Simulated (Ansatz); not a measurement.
# CH9FSSi3: the cost of one run

Program: Ansatz 0.2.0. Level of theory: RKS PBE-D4/6-31G. These are calculated values, not measurements.

### Step 1. Starting point

Bond lengths: F1–C2 1.326 Å, C2–S3 1.798 Å, C2–Si4 1.829 Å, Si4–Si5 2.367 Å, Si5–Si6 2.306 Å, C2–H7 1.122 Å, S3–H8 1.345 Å, Si4–H9 1.514 Å, Si4–H10 1.422 Å, Si5–H11 1.469 Å, Si5–H12 1.467 Å, Si6–H13 1.461 Å, Si6–H14 1.504 Å, Si6–H15 1.461 Å. Angles (14 of 25 angles, heavy atoms first): F1–C2–S3 106.5°, F1–C2–Si4 114.4°, S3–C2–Si4 111.1°, C2–Si4–Si5 109.1°, Si4–Si5–Si6 107.6°, F1–C2–H7 106.7°, S3–C2–H7 108.8°, Si4–C2–H7 109.1°, C2–S3–H8 95.0°, C2–Si4–H9 109.1°, C2–Si4–H10 114.2°, Si5–Si4–H9 106.3°, Si5–Si4–H10 109.0°, Si4–Si5–H11 109.3°.

Coordinates:

```xyz
15

F     0.5584   -0.0568    1.8772
C     1.5659   -0.1270    1.0183
S     1.8598   -1.8751    0.7165
Si    1.2880    0.7740   -0.5495
Si   -0.7277    0.0149   -1.5307
Si   -2.3805    0.1638    0.0707
H     2.4623    0.3056    1.5359
H     1.9267   -2.2096    2.0180
H     1.0861    2.2438   -0.2475
H     2.3428    0.6394   -1.4936
H    -1.0751    0.8839   -2.6636
H    -0.5625   -1.3634   -2.0064
H    -2.1993   -0.8090    1.1462
H    -3.7305   -0.1355   -0.5202
H    -2.4361    1.5001    0.6581
```

### Step 2. End point A

Contents of input.yaml:

```yaml
crystal:
  periodic: [false, false, false]
  atoms:
    - { symbol: F, position_ang: [0.5584, -0.0568, 1.8772] }
    - { symbol: C, position_ang: [1.5659, -0.127, 1.0183] }
    - { symbol: S, position_ang: [1.8598, -1.8751, 0.7165] }
    - { symbol: Si, position_ang: [1.288, 0.774, -0.5495] }
    - { symbol: Si, position_ang: [-0.7277, 0.0149, -1.5307] }
    - { symbol: Si, position_ang: [-2.3805, 0.1638, 0.0707] }
    - { symbol: H, position_ang: [2.4623, 0.3056, 1.5359] }
    - { symbol: H, position_ang: [1.9267, -2.2096, 2.018] }
    - { symbol: H, position_ang: [1.0861, 2.2438, -0.2475] }
    - { symbol: H, position_ang: [2.3428, 0.6394, -1.4936] }
    - { symbol: H, position_ang: [-1.0751, 0.8839, -2.6636] }
    - { symbol: H, position_ang: [-0.5625, -1.3634, -2.0064] }
    - { symbol: H, position_ang: [-2.1993, -0.809, 1.1462] }
    - { symbol: H, position_ang: [-3.7305, -0.1355, -0.5202] }
    - { symbol: H, position_ang: [-2.4361, 1.5001, 0.6581] }
basis:
  gaussian: { orbitals: "6-31G" }
hamiltonian:
  xc: pbe
  dispersion: d4
relax:
  f_tol: 0.015
  max_steps: 40
output:
  orbitals: {}
```

Command:

```sh
> ansatz run input.yaml --threads 1 --pin off --max-ram 2048MiB --backend cpu --events-out ev --progress --plain --runs-dir out
```

**Question.** How long does this run take on 1 thread of Intel Xeon 6975P-C (Granite Rapids), shared host, and how much memory does it need?

About 59 s, with a peak of 0.18 GiB.
